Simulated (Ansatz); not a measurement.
# BrClF2Si: basis-set convergence

One table from this session's results is given with a row withheld; the runs are named, their logs left out.

Method: one geometry, several basis sets; program: Ansatz 0.2.0, Gaussian basis.

The runs, in order: PBE0-D4/def2-SVP; ωB97M-V/def2-SVP; PBE0-D4/def2-QZVPP; ωB97M-V/def2-QZVPP; the functionals' def2-TZVPP values are taken from earlier runs.

### The relaxed structure

All runs share one geometry, relaxed beforehand with PBE0-D4 in a triple-zeta def2 set.

SMILES `F[Si](F)(Cl)Br`, 5 atoms, charge 0, spin multiplicity 1.

Atoms are counted from 1 here; the program's logs count them from 0.

Bond lengths: F1–Si2 1.572 Å, Si2–F3 1.572 Å, Si2–Cl4 2.009 Å, Si2–Br5 2.171 Å. Angles: F1–Si2–F3 107.6°, F1–Si2–Cl4 109.1°, F1–Si2–Br5 109.4°, F3–Si2–Cl4 109.1°, F3–Si2–Br5 109.4°, Cl4–Si2–Br5 112.2°.

As a file:

```
F     1.30650   -0.98962    0.15168
Si    0.02624   -0.08237    0.06133
F    -0.67878   -0.11504    1.46568
Cl   -1.22142   -0.84140   -1.31851
Br    0.61735    1.95492   -0.40158
```

Set-up of the first run:

The input, in.yaml:

```yaml
crystal:
  periodic: [false, false, false]
  atoms:
    - {symbol: F, position_ang: [1.306498, -0.989616, 0.151684]}
    - {symbol: Si, position_ang: [0.026241, -0.082368, 0.061328]}
    - {symbol: F, position_ang: [-0.678776, -0.115039, 1.465680]}
    - {symbol: Cl, position_ang: [-1.221416, -0.841401, -1.318513]}
    - {symbol: Br, position_ang: [0.617353, 1.954924, -0.401580]}
basis:
  gaussian: {orbitals: def2-SVP}
hamiltonian: {xc: pbe0, dispersion: d4}
output: {orbitals: {seedname: orbitals}}
```

Started as:

```
ansatz run in.yaml --threads 4 --pin off --events-out ev --progress --plain --max-ram 10444MiB
```

Steps of the session up to this table: PBE0-D4 in def2-SVP; ωB97M-V in def2-SVP; PBE0-D4 in def2-QZVPP; ωB97M-V in def2-QZVPP.

One of the session's tables, all rows but one given; the rest of the session is left out.

```
functional       basis  HOMO (eV)  LUMO (eV)
   PBE0-D4    def2-SVP      -9.25      -0.05
   PBE0-D4  def2-TZVPP      -9.33      -0.33
   PBE0-D4  def2-QZVPP          ?          ?
   ωB97M-V    def2-SVP     -11.43       2.11
   ωB97M-V  def2-TZVPP     -11.54       1.71
   ωB97M-V  def2-QZVPP     -11.57       1.34
```

Q: Estimate the row for PBE0-D4, def2-QZVPP from the others.

The run gave: HOMO (eV): -9.35; LUMO (eV): -0.48. In the column «HOMO (eV)» it lies between ωB97M-V, def2-SVP (-11.43) and PBE0-D4, def2-TZVPP (-9.33).
